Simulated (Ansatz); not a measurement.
# UCCSD/cc-pVDZ run of SiCl2OF (SMILES [O][Si](F)(Cl)Cl)

Aim: the vertical ionisation energy of SiCl2OF at UCCSD/cc-pVDZ, from 2 runs. 

The calculation is run with Ansatz 0.2.0.

73 further runs of the same task are left out: 9 that didn't finish, 64 set aside as unsound or not needed.

## (1) Starting point

SiCl2OF has 5 atoms, charge 0, and is taken as a doublet. As SMILES, `[O][Si](F)(Cl)Cl`. The coordinates come from a PBE0-D4/def2-TZVP relaxation.

Bond lengths: O1–Si2 1.643 Å, Si2–F3 1.574 Å, Si2–Cl4 2.012 Å, Si2–Cl5 2.011 Å. Angles: O1–Si2–F3 113.3°, O1–Si2–Cl4 105.6°, O1–Si2–Cl5 107.2°, F3–Si2–Cl4 108.3°, F3–Si2–Cl5 107.9°, Cl4–Si2–Cl5 114.8°.

## (2) The energy at UCCSD/cc-pVDZ

Input file job.yaml:

```yaml
crystal:
  periodic: [false, false, false]
  atoms:
    - {symbol: O, position_ang: [1.205200, -1.120900, 0.351000]}
    - {symbol: Si, position_ang: [0.002000, -0.037300, 0.071900]}
    - {symbol: F, position_ang: [-0.944500, 0.175500, 1.311100]}
    - {symbol: Cl, position_ang: [-1.088600, -0.815800, -1.428500]}
    - {symbol: Cl, position_ang: [0.875700, 1.725000, -0.347000]}
basis:
  gaussian: {orbitals: cc-pVDZ}
magnetization: {spin_polarized: true, initial_magnetization: 1}
correlation: {method: ccsd, frozen_orbitals: {Cl: 5, F: 1, O: 1, Si: 5}}
accuracy: high
scf: {omitted_lower_state_checks: [cluster_reference, increment]}
```

On the command line:

```console
$ ansatz run job.yaml --threads 1 --pin off --max-ram 3480MiB --events-out events.jsonl --progress --plain --runs-dir runs
```

Output, shortened:

```text
Warning: RAYON_NUM_THREADS=1 ignored (pool sized by the plan → 1); use --threads N
Functional definition: HF
  name "HF"
[...]
1763 factors; integrals over basis functions are off by at most 3.0e-9 eV
[...]
mean field -37616.87538858 eV, -1382.3946728965 hartree, gradient 5.8e-8 eV, S^2 0.755180; 4 other end points of the search recorded, 0 dependent functions left out
17 core orbitals not correlated: weight in the atoms' cores, before any rotation towards them, 1.000 or more for the frozen orbitals, at most 0.000 for the correlated occupied ones
reference -37616.87538858 eV, -1382.3946728965 hartree; 16, 15 occupied and 49, 50 virtual orbitals, 1763 factors
second order -18.38087422 eV of doubles, -0.00000000 eV of singles
cycle   1  -18.94316071 eV  change   -5.6e-1 eV  update   8.9e-2
[...]
cycle  37  -19.38297989 eV  change   -3.5e-9 eV  update   2.6e-9
Total energy: -37636.25836847 eV, -1383.1069842691 hartree
Checks for a lower state left out: cluster_reference, increment
```

Wall time 73 s (1 thread of Arm Neoverse V2, shared host); peak memory 0.66 GiB.

## (3) The singlet cation

Input file molecule.yaml:

```yaml
basis:
  gaussian:
    orbitals: cc-pVDZ
crystal:
  periodic: [false, false, false]
  atoms:
    - {symbol: O, position_ang: [1.205200, -1.120900, 0.351000]}
    - {symbol: Si, position_ang: [0.002000, -0.037300, 0.071900]}
    - {symbol: F, position_ang: [-0.944500, 0.175500, 1.311100]}
    - {symbol: Cl, position_ang: [-1.088600, -0.815800, -1.428500]}
    - {symbol: Cl, position_ang: [0.875700, 1.725000, -0.347000]}
total_charge: 1
correlation:
  method: ccsd
  frozen_orbitals: {Cl: 5, F: 1, O: 1, Si: 5}
accuracy: high
scf:
  omitted_lower_state_checks: [cluster_reference, increment]
```

On the command line:

```console
$ ansatz run molecule.yaml --threads 1 --pin off --max-ram 3480MiB --events-out events.jsonl --progress --plain --runs-dir runs
```

Output, shortened:

```text
Warning: RAYON_NUM_THREADS=1 ignored (pool sized by the plan → 1); use --threads N
Functional definition: HF
  name "HF"
[...]
1762 factors; integrals over basis functions are off by at most 3.0e-9 eV
[...]
mean field -37602.13401188 eV, -1381.8529372949 hartree, gradient 1.9e-8 eV, S^2 0.000000; 4 other end points of the search recorded, 0 dependent functions left out; unrestricted orbitals would lower it
17 core orbitals not correlated: weight in the atoms' cores, before any rotation towards them, 1.000 or more for the frozen orbitals, at most 0.000 for the correlated occupied ones
reference -37602.13401188 eV, -1381.8529372949 hartree; 15, 15 occupied and 50, 50 virtual orbitals, 1762 factors
second order -18.99802754 eV of doubles, -0.00000000 eV of singles
cycle   1  -19.17443053 eV  change   -1.8e-1 eV  update   3.0e-1
[...]
cycle  75  -20.87394272 eV  change  -4.6e-10 eV  update   1.8e-9
Total energy: -37623.00795461 eV, -1382.6200405410 hartree
Checks for a lower state left out: cluster_reference, increment
```

Wall time 36 s (1 thread of Arm Neoverse V2, shared host); peak memory 0.37 GiB.

## (4) Summary of results

At UCCSD/cc-pVDZ, 17 core orbitals frozen:

```
                                                     quantity           value
                                doublet SiCl2OF: total energy  -1383.10698 Eh
doublet SiCl2OF: correlation energy (17 core orbitals frozen)      -712.3 mEh
           doublet SiCl2OF: ⟨S²⟩ of the reference determinant           0.755
                               doublet SiCl2OF: T1 diagnostic           0.013
                                 singlet cation: total energy  -1382.62004 Eh
 singlet cation: correlation energy (17 core orbitals frozen)      -767.1 mEh
                                singlet cation: T1 diagnostic           0.114
           vertical ionisation energy (to the singlet cation)       13.250 eV
```

Removing an electron at fixed nuclei costs 13.25 eV (306 kcal/mol). Only the singlet of the ionised species was computed; a triplet could lie lower. The T1 diagnostic (singlet cation) of 0.114 is above the customary mark for such species, so a single reference may not serve. The restricted solution (singlet cation) is unstable to spin breaking: an unrestricted one lies lower.
